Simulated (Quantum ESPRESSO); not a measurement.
Runs of Quantum ESPRESSO 7.5 on CsPbBr3. The structure is cubic, space group Pm-3m (No. 221). Conventional cell: a = 5.870 Å, b = 5.870 Å, c = 5.870 Å, α = 90.00°, β = 90.00°, γ = 90.00°. Around Pb (site symmetry m-3m) lie 6 Br at 2.94 Å. Around Cs (site symmetry m-3m) lie 12 Br at 4.15 Å. Around Br (site symmetry 4/mmm) lie 2 Pb at 2.94 Å. Measurements of this composition are mostly on another form, of space group No. 62.

```csv
task,level,potentials or basis,cutoff (eV),form of the LDA correlation,SCF threshold,symmetry,pressure (GPa),V0 of scaled cells (Å³/atom),B0 (GPa)
band structure,LDA,GBRV 1.5 LDA,612,PZ81,1e-09 Ry,-,-1.3,-,-
equation of state,PBEsol,GBRV 1.5 PBEsol,612,-,1e-09 Ry,-,-,40.31,21
single point,PBEsol,GBRV 1.5 PBEsol,612,-,1e-09 Ry,-,(b),-,-
band structure,r2SCAN,SG15 PBE 1.2,762,-,1e-08 Ry,off,0.4,-,-
equation of state,LDA,GBRV 1.5 LDA,612,PZ81,1e-09 Ry,-,-,(a),26
```

Alike in all rows: no spin polarisation; cell as given; k mesh 5 × 5 × 5; smearing fermi-dirac 0.05 eV.

Question: Estimate the missing entries.

Answer: (a) 38.24; (b) -0.1.

Caveats: the potentials were made for another functional, which shifts forces and pressure (some runs).

Runs at the PBE level aren't shown here.
